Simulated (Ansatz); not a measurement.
Set up this calculation in Ansatz 0.2.0, as the native input.

| Property | Result |
| --- | --- |
| Task | band structure |
| Functional | PBEsol |
| Potentials or basis | Ansatz PAW |
| Cutoff | 420 eV (not typed: the program's choice for these potentials) |
| k mesh | 9 × 9 × 9 |
| Occupations | fermi-dirac, width 0.05 eV |
| Spin | collinear spin, ferromagnetic start |
| Starting moments | [0.0, 0.0, 3.0, 3.0, 0.0, 0.0, 0.0, 0.0, 0.0] μB |
| Path | [["G", "X", "Y", "S", "G", "Z", "S1", "N", "P", "Y1", "Z"], ["X", "P"]] |
| Points for each segment of the path | 10 |

Crystal: Sr2Fe2S2OF2.

```xyz
9
Lattice="-2.0200 2.0200 8.9990 2.0200 -2.0200 8.9990 2.0200 2.0200 -8.9990" Properties=species:S:1:pos:R:3 pbc="T T T"
Sr    0.0000    0.0000    5.9213
Sr    0.0000    0.0000   12.0767
Fe    0.0000    2.0200    0.0000
Fe    2.0200    0.0000    0.0000
S     0.0000    0.0000   16.3096
S     0.0000    0.0000    1.6884
F     0.0000    2.0200    4.4995
F     2.0200    0.0000    4.4995
O     0.0000    0.0000    8.9990
```

One way to write it, as run:

input.yaml

```yaml
crystal:
  lattice:
    - [-2.02, 2.02, 8.999]
    - [2.02, -2.02, 8.999]
    - [2.02, 2.02, -8.999]
  atoms:
    - { symbol: Sr, position: [0.329, 0.329, 0.0] }
    - { symbol: Sr, position: [0.671, 0.671, 0.0] }
    - { symbol: Fe, position: [0.5, 0.0, 0.5], spin: 3.0 }
    - { symbol: Fe, position: [0.0, 0.5, 0.5], spin: 3.0 }
    - { symbol: S, position: [0.90619, 0.90619, 0.0] }
    - { symbol: S, position: [0.09381, 0.09381, 0.0] }
    - { symbol: F, position: [0.75, 0.25, 0.5] }
    - { symbol: F, position: [0.25, 0.75, 0.5] }
    - { symbol: O, position: [0.5, 0.5, 0.0] }
hamiltonian:
  xc: pbesol
  pseudopotentials: { kind: paw }
magnetization:
  spin_polarized: true
kpoints:
  mp_grid: { grid: [9, 9, 9] }
  band_path:
    path:
      - [[0.0, 0.0, 0.0], [-0.5, 0.5, 0.0], [-0.5, 0.5, -0.0251932525], [-0.2625966263, 0.2625966263, -0.2625966263], [0.0, 0.0, 0.0], [0.5, 0.5, -0.5], [0.2625966263, 0.7374033737, -0.7374033737], [0.0, 0.5, -0.5], [-0.25, 0.75, -0.25], [0.0251932525, 0.9748067475, -0.5], [0.5, 0.5, -0.5]]
      - [[-0.5, 0.5, 0.0], [-0.25, 0.75, -0.25]]
    npoints: 10
scf:
  occupations: { method: fermi_dirac, width: 0.05 }
  n_extra_bands: 22
output:
  forces: true
  stress: true
  eigenvalues: true
  fatbands: true
```

Potentials or basis: Ansatz PAW.

Run with:

```bash
$ ansatz run input.yaml --threads 4 --pin off --max-ram 11264MiB --backend cpu --events-out ev --progress --plain --runs-dir out
```

It gave:

The pressure is -4.1 GPa. The largest force is 0.345 eV/Å. The band gap on the k mesh is none (metal or under the smearing width) and the net moment is 7.88 μB per cell. The absolute moment is 7.93 μB per cell and the site moments are Sr +0.01; Fe +3.17; S +0.21; F +0.00; O +0.28 μB.

Caveat: semilocal functionals often make such compounds metallic where correlation or magnetic order opens a gap, which also shifts bond lengths; only a ferromagnetic start was run, and an antiferromagnetic order may lie lower in energy; the PAW data sets come from PBE, with cores solved anew for the run's functional, which leaves a small shift of forces and pressure.

Run time: 86 s on 4 threads of Arm Neoverse V2, on a shared host, peak memory 1.2 GiB.
